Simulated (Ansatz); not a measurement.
**C2H5ClOSSi: one species, many methods**

One table from this session's results is given with a row withheld; the runs are named, their logs left out.

Method: functionals in def2-TZVPP, the program's frozen cores in correlated methods; program: Ansatz 0.2.0, Gaussian basis.

Levels to be run: PBE-D4, r2SCAN-D4, PBE0-D4, B3LYP-D4, ωB97X-V, ωB97M-V, B2PLYP; CCSD(T)/def2-TZVPP; MP2/def2-QZVPP; extrapolation to the limit.

## The relaxed structure

All runs share one geometry, relaxed beforehand with PBE0-D4 in a triple-zeta def2 set.

SMILES `CS[C@H]1O[Si@@H]1Cl`, 11 atoms, charge 0, spin multiplicity 1.

Atoms are counted from 1 here; the program's logs count them from 0.

Bond lengths: C1–S2 1.802 Å, C1–H7 1.090 Å, C1–H8 1.091 Å, C1–H9 1.089 Å, S2–C3 1.753 Å, C3–O4 1.508 Å, C3–Si5 1.802 Å, C3–H10 1.089 Å, O4–Si5 1.639 Å, Si5–Cl6 2.028 Å, Si5–H11 1.470 Å. Angles: S2–C1–H7 107.0°, S2–C1–H8 110.8°, S2–C1–H9 110.5°, H7–C1–H8 109.0°, H7–C1–H9 109.2°, H8–C1–H9 110.3°, C1–S2–C3 100.4°, S2–C3–O4 116.6°, S2–C3–Si5 122.3°, S2–C3–H10 114.8°, O4–C3–Si5 58.6°, O4–C3–H10 109.8°, Si5–C3–H10 120.2°, C3–O4–Si5 69.7°, C3–Si5–O4 51.7°, C3–Si5–Cl6 121.8°, C3–Si5–H11 125.0°, O4–Si5–Cl6 117.9° and more.

The first run:

Input file in.yaml:

```yaml
crystal:
  periodic: [false, false, false]
  atoms:
    - {symbol: C, position_ang: [1.250084, -1.781084, -0.252819]}
    - {symbol: S, position_ang: [-0.385854, -1.150575, -0.670642]}
    - {symbol: C, position_ang: [-0.467524, 0.245265, 0.386425]}
    - {symbol: O, position_ang: [0.356949, 1.444210, -0.011408]}
    - {symbol: Si, position_ang: [-1.241282, 1.792612, -0.118918]}
    - {symbol: Cl, position_ang: [-2.023629, 3.087472, 1.231156]}
    - {symbol: H, position_ang: [1.413717, -2.670144, -0.862645]}
    - {symbol: H, position_ang: [1.300783, -2.058137, 0.801116]}
    - {symbol: H, position_ang: [2.014379, -1.040521, -0.485694]}
    - {symbol: H, position_ang: [-0.316115, 0.027360, 1.442598]}
    - {symbol: H, position_ang: [-1.836208, 2.046446, -1.438570]}
basis:
  gaussian: {orbitals: def2-TZVPP}
hamiltonian: {xc: pbe, dispersion: d4}
output: {forces: true, orbitals: {seedname: orbitals}}
```

The run is started by

```
$ ansatz run in.yaml --threads 4 --pin off --events-out ev --progress --plain --max-ram 10444MiB
```

Steps of the session up to this table: PBE-D4 (GGA); r2SCAN-D4 (meta-GGA); PBE0-D4 (hybrid); B3LYP-D4 (hybrid); ωB97X-V (range-separated); ωB97M-V (range-separated); B2PLYP (double hybrid); CCSD(T) in def2-TZVPP; MP2 in def2-QZVPP.

One table of the session follows, with a row left open; its other results are not shown here.

It belongs to the step «Atomisation energies». 

```
            method  atomisation energy (kcal/mol)
            PBE-D4                          985.6
         r2SCAN-D4                              ?
           PBE0-D4                          964.2
          B3LYP-D4                          953.9
           ωB97X-V                          965.2
           ωB97M-V                          965.5
            B2PLYP                          945.0
     HF/def2-TZVPP                          673.3
    MP2/def2-TZVPP                          955.1
   CCSD/def2-TZVPP                          910.7
CCSD(T)/def2-TZVPP                          929.9
           MP2/CBS                          985.5
       CCSD(T)/CBS                          960.3
```

Estimate the missing values for r2SCAN-D4.

The run gave: atomisation energy (kcal/mol): 967.1. In the column «atomisation energy (kcal/mol)» it lies between ωB97M-V (965.5) and MP2/CBS (985.5).

Limits of these values: Free atoms (2 C, 1 S, 1 O, 1 Si, 1 Cl, 5 H) were run apart at each level; the atomisation energy is their sum less the molecule, without zero-point or spin-orbit terms.
